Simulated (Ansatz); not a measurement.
The system is NaLaMnMoO6.

```
Na La Mn Mo O
1.0
     5.43212   -0.01130   -0.00034
     2.44365    4.93484   -0.01855
     0.10940    2.68471    5.04562
Na La Mn Mo O
1 1 1 1 6
Direct
  0.69740 0.05972 0.73638
  0.41072 0.51412 0.00994
  0.92147 0.57866 0.41655
  0.21633 0.97870 0.33337
  0.56869 0.61375 0.56391
  0.40995 0.05114 0.05764
  0.31236 0.21070 0.45135
  0.04288 0.86047 0.12140
  0.05836 0.76646 0.60633
  0.86183 0.36628 0.20313
```

The cell was built by a generator and needn't be a form met in nature.

Base run:

```yaml
Program: Ansatz 0.2.0
Functional: r2SCAN
Potentials_or_basis: Ansatz PAW
Cutoff: 500 eV
Density_cutoff: 2000 eV
k_mesh: 6 × 6 × 5
Occupations: fermi-dirac, width 0.05 eV
Spin: collinear spin, ferromagnetic start
Starting_moments: "[0.0, 0.0, 4.0, 1.0, 0.0, 0.0, 0.0, 0.0, 0.0, 0.0] μB"
```

Its results: band gap on the k mesh 0.36 eV, indirect (least direct gap 0.53 eV); pressure -3.0 GPa; net moment 5.00 μB per cell; site moments Na +0.00; La +0.01; Mn +3.94; Mo +0.12; O +0.01, +0.03, +0.05, +0.02 μB; largest force 0.434 eV/Å.

Q: The run is repeated on the same cell with these changes: functional from r2SCAN to revPBE; cutoff from 500 eV to 420 eV; density cutoff from 2000 eV to 1680 eV. What comes out?

A: Band gap on the k mesh 0.19 eV, indirect (least direct gap 0.35 eV); pressure 2.8 GPa; net moment 5.00 μB per cell; site moments Na +0.00; La +0.02; Mn +3.80; Mo +0.15; O +0.01, +0.03, +0.04, +0.06, +0.02 μB; largest force 0.097 eV/Å.

r2SCAN gives the wider gap, since meta-GGAs in the generalised Kohn-Sham scheme recover part of the derivative discontinuity.

Caveats: spin-orbit coupling is left out, which moves the levels of the heavy elements; a cell with one magnetic atom can't hold antiferromagnetic order, which such compounds often take; the PAW data sets come from PBE, with cores solved anew for the run's functional, which leaves a small shift of forces and pressure; the magnetic or orbital state may not be the lowest (some runs); the potentials were made for another functional, which shifts forces and pressure (some runs).

Not every run made on this cell is shown here.
